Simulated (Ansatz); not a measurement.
# Pd (Palladium): how the settings move a single-point run

Question: which choices in the input matter for Pd (Palladium)?

Computed with Ansatz 0.2.0 (reference: DFT, r2SCAN, PAW with Ansatz's default frozen-core files, scalar-relativistic; levels and slopes on a fine mesh, independent-particle optical spectra, unless a step's input says otherwise).

**1. The structure to begin with**

Symmetry: Fm-3m, No. 225, cubic system. The conventional cell has a = 3.911 Å, b = 3.911 Å, c = 3.911 Å, α = 90.00°, β = 90.00°, γ = 90.00°. Pd (site symmetry m-3m) is surrounded by 12 Pd at 2.77 Å.

Structure file:

```cif
data_structure
_symmetry_space_group_name_H-M 'Fm-3m'
_symmetry_Int_Tables_number 225
_cell_length_a 3.9107
_cell_length_b 3.9107
_cell_length_c 3.9107
_cell_angle_alpha 90.000
_cell_angle_beta 90.000
_cell_angle_gamma 90.000
_cell_volume 59.81
loop_
_atom_site_label
_atom_site_type_symbol
_atom_site_symmetry_multiplicity
_atom_site_Wyckoff_symbol
_atom_site_fract_x
_atom_site_fract_y
_atom_site_fract_z
_atom_site_occupancy
Pd1 Pd 4 a 0.00000 0.00000 0.00000 1
```

**2. Reference**

The input, input.yaml:

```yaml
crystal:
  lattice:
    - [0.0, 1.95536667686, 1.95536667686]
    - [1.95536667686, 0.0, 1.95536667686]
    - [1.95536667686, 1.95536667686, 0.0]
  atoms:
    - { symbol: Pd, position: [0.0, 0.0, 0.0] }
kpoints:
  mp_grid: { grid: [16, 16, 16] }
scf:
  occupations: { method: fermi_dirac, width: 0.1 }
hamiltonian:
  xc: r2scan
  pseudopotentials: { kind: paw }
output:
  forces: true
  stress: true
  eigenvalues: true
  eigenstates:
    nscf_kmesh: { grid: [24, 24, 24] }
    de_dk: true
    e_range: [-14, 14]
  optics:
    e_range: [0, 20]
    de: 0.2
    sigma: 0.25
    bands: { spectra_wanted_up_to: 20 }
    nscf_kmesh: { grid: [24, 24, 24] }
    drude_damping: 0.03
checkpoint:
  write: ck
  write_wavefunctions: false
```

Run with:

```bash
ansatz run input.yaml --threads 1 --pin off --max-ram 3072MiB --backend cpu --events-out ev --progress --plain --runs-dir out
```

**3. Variant: occupations.method methfessel_paxton, occupations.width 0.05**

input.yaml, as its differences from that of step 2:

```diff
@@ -10,3 +10,3 @@
 scf:
-  occupations: { method: fermi_dirac, width: 0.1 }
+  occupations: { method: methfessel_paxton, width: 0.05 }
 hamiltonian:
```

**Question.** What will these runs give? Wanted: for each run, ending; energy change; pressure; gap; force.

As calculated:

```tsv
run	ending	energy change	pressure (GPa)	gap (eV)	force (eV/Å)	cycles	time
reference	converged	0	0.0	0.00	0.00	-	30 s
1: occupations.method methfessel_paxton, occupations.width 0.05	converged	+3.3 meV/atom (σ→0)	-0.4	0.00	0.00	10	80 s
```

Residual by cycle in the longest SCF loop of each run; runs are numbered as in the table. The quantity is the density residual dr2, in eV.

```tsv
cycle	reference	run 1
1	0.0497	0.0514
2	0.00437	0.0043
3	0.00261	0.00264
4	1.2e-4	1.4e-4
5	1.6e-5	1.6e-5
6	2.7e-6	2.7e-6
7	1.9e-7	2.2e-7
8	1.4e-8	1.6e-8
9	6.0e-11	5.8e-11
10	1.2e-12	1.3e-12
```

Changing the smearing moves the energy by +3.3 meV/atom (σ→0 values), and the pressure goes from 0.0 to -0.4 GPa.
